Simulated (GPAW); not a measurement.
# HfB (Fm-3m) in GPAW: further runs, part 2 of 2

GPAW 26.7.0. Earlier steps stand in the parts before.

## (6) Relaxation of cell and atoms, LDA

The input, run.py:

```python
from ase.filters import FrechetCellFilter
from ase.io import read, write
from ase.optimize import BFGS
from gpaw import GPAW, PW

atoms = read('HfB.xyz')

calc = GPAW(mode=PW(800),
            xc='LDA',
            kpts={'size': (10, 10, 10), 'gamma': True},
            occupations={'name': 'fermi-dirac', 'width': 0.05},
            nbands=17,
            convergence={'density': 1e-05, 'forces': 0.0001},
            maxiter=150,
            txt='gpaw.txt')
atoms.calc = calc
opt = BFGS(FrechetCellFilter(atoms), trajectory='relax.traj', logfile='-')
done = opt.run(fmax=0.02, steps=60)
calc.write('gs.gpw')
write('result.traj', atoms)
print('Converged:', done)
print('Cell:', atoms.cell.cellpar().round(4))
print('Volume:', round(atoms.get_volume(), 4))
print(atoms.get_scaled_positions().round(5))
```

The input, HfB.xyz:

```xyz
2
Lattice="0.0000000000 2.3100000000 2.3100000000 2.3100000000 0.0000000000 2.3100000000 2.3100000000 2.3100000000 0.0000000000" Properties=species:S:1:pos:R:3 pbc="T T T"
Hf     2.3100000000      2.3100000000      2.3100000000
B      0.0000000000      0.0000000000      0.0000000000
```

Potentials or basis: the program's PAW data sets (release 1.2.1) made for this functional, pw.

Run with:

```sh
$ OMP_NUM_THREADS=1 python run.py
```

gpaw.txt:

```text
__  _  _
 | _ |_)|_||  |
 |__||  | ||/\| - 26.7.0

Input parameters:
  mode=PW(ecut=800.0),
  convergence={'density': 1e-05, 'forces': 0.0001},
  kpts=MonkhorstPack(size=(10, 10, 10), gamma=True),
  maxiter=150,
  nbands=17,
  occupations=Occupations(name='fermi-dirac', width=0.05),
  xc=XC(name='LDA')

Diagonalizing LCAO Hamiltonian
Converting LCAO to pw mode

               Hf

       B

Atoms  # Å, Bohr magnetons
|   | symbol |        x |        y |        z |    initial magnetic moments |
|---|--------|----------|----------|----------|-----------------------------|
| 0 |     Hf | 2.310000 | 2.310000 | 2.310000 | ( 0.0000,  0.0000,  0.0000) |
| 1 |      B | 0.000000 | 0.000000 | 0.000000 | ( 0.0000,  0.0000,  0.0000) |

Unit cell  # Å
| periodic |        x |        y |        z |  lengths |    angles |
|----------|----------|----------|----------|----------|-----------|
|      yes | 0.000000 | 2.310000 | 2.310000 | 3.266833 | 60.000000 |
|      yes | 2.310000 | 0.000000 | 2.310000 | 3.266833 | 60.000000 |
|      yes | 2.310000 | 2.310000 | 0.000000 | 3.266833 | 60.000000 |

[... 826 lines left out ...]
|  7 |  C3  |  1, 0,-1,  0, 0,-1,  0, 1,-1 |
|  8 |  S6  |  1,-1, 0,  1, 0, 0,  1, 0,-1 |
[... 173 lines left out ...]
SCF iterations
|iter     | |      energy | eigst |  dens |force |
|---------|-|-------------|-------|-------|------|
|iter:   1| |  -16.624694 | -2.69 |       |      |
|iter:   2| |  -16.624631 | -5.60 | -2.78 |      |
|iter:   3| |  -16.624337c| -4.80 | -2.82 |      |
|iter:   4| |  -16.624345c| -6.27 | -3.54 |      |
|iter:   5| |  -16.624346c| -7.44c| -4.11 |      |
|iter:   6| |  -16.624347c| -8.28c| -4.39 |      |
|iter:   7| |  -16.624347c| -9.39c| -5.60c|      |
|iter:   8| |  -16.624347c|-10.09c| -5.99c|-30.32c|

Converged in 8 steps
Energy contributions relative to reference atoms: (reference = -410303.942772)

Energy contributions:
  Kinetic:          18.795257
  Coulomb:         -17.264638
  Zero:             -0.481842
  External:          0.000000
  Xc:              -17.666102
  Entropy:          -0.014043
  Spinorbit:         0.000000
  ----------------------------
  Free energy:     -16.631368
  Extrapolated:    -16.624347
[... 26 lines left out ...]
Stress tensor  # eV/Ang^3
|         x |         y |         z |
|-----------|-----------|-----------|
| -0.000260 |  0.000000 |  0.000000 |
|  0.000000 | -0.000260 | -0.000000 |
|  0.000000 | -0.000000 | -0.000260 |

Forces  # eV/Ang
|       x |       y |       z |
|---------|---------|---------|
| 0.00000 | 0.00000 | 0.00000 |  # Hf   0
| 0.00000 | 0.00000 | 0.00000 |  # B    1

# Writing to gs.gpw (mode='')
```

stdout:

```text
Step          Energy          fmax
BFGS:    0      -16.499614        1.521722
BFGS:    1      -16.579976        0.926876
BFGS:    2      -16.630986        0.068846
BFGS:    3      -16.631368        0.003493
Converged: True
Cell: [ 3.3635  3.3635  3.3635 60.     60.     60.    ]
Volume: 26.9069
[[0.5 0.5 0.5]
 [0.  0.  0. ]]
```

Wall time 91 s (1 thread of Arm Neoverse V1, shared host); peak memory 0.24 GiB.

What came out:

```
Free energy                            : -16.6314 eV
Relaxed volume                         : 13.45 Å³/atom
Relaxed cell                           : a = 3.364 Å, b = 3.364 Å, c = 3.364 Å, α = 60.00°, β = 60.00°, γ = 60.00°
Space group after relaxing (to 0.05 Å) : Fm-3m (No. 225)
Energy gained by relaxing              : 65.0 meV/atom
Ionic steps                            : 4
Pressure after relaxing                : 0.0 GPa
Band gap on the k mesh                 : none (metal or under the smearing width)
```

Step by step:
| step | energy change (eV) | largest force (eV/Å) | pressure (GPa) | volume (Å³) |
| --- | --- | --- | --- | --- |
| 1 | 0.0000 | 0.0000 | 19.78 | 24.65 |
| 2 | -0.0796 | 0.0000 | 11.66 | 25.47 |
| 3 | -0.1297 | 0.0000 | 0.82 | 26.80 |
| 4 | -0.1300 | 0.0000 | 0.04 | 26.91 |

Final structure:
```xyz
2
Lattice="0.0000 2.3784 2.3784 2.3784 0.0000 2.3784 2.3784 2.3784 0.0000" Properties=species:S:1:pos:R:3 pbc="T T T"
Hf    2.3784    2.3784    2.3784
B     0.0000    0.0000    0.0000
```

Levels at points of the mesh, in eV from the Fermi level:
```csv
k point,band 5,band 6,band 7,band 8,band 9,band 10,band 11,band 12
"(0.00, 0.00, 0.00)",-9.14,2.05,2.05,2.05,3.77,3.77,3.77,3.86
"(0.50, 0.50, 0.00)",-6.35,-1.06,-0.89,2.14,2.14,5.64,7.03,7.03
"(0.50, 0.50, 0.50)",-4.70,-4.16,-1.21,-1.21,5.85,5.85,6.76,8.16
```

Caveat: later steps reuse the first step's grids. The run has no spin-orbit coupling, so splittings on Hf are missing.

## (7) Summary

```tsv
level	potentials or basis	gap on the mesh (eV)	pressure (GPa)	relaxed volume (Å³/atom)
PBE	GPAW PAW data sets (gpaw-data 1.2.1), pw	none	0.1	14.19
PBEsol	PAW data sets generated in the run's folder for this functional, pw	none	0.1	13.80
RPBE	the program's PAW data sets (release 1.2.1) made for this functional, pw	none	0.2	14.48
revPBE	the program's PAW data sets (release 1.2.1) made for this functional, pw	none	0.2	14.40
LDA	the program's PAW data sets (release 1.2.1) made for this functional, pw	none	0.0	13.45
```

Alike in all rows: task relaxation of cell and atoms; no spin polarisation; cell relaxed; k mesh 10 × 10 × 10; cutoff (eV) 800; smearing fermi-dirac 0.05 eV.

Caveats: later steps reuse the first step's grids; the volume moved by over 15 % at a fixed basis, so the end points are rough (some runs).

Total energies depend on the potentials used, so only differences within one code and one set of settings carry meaning.
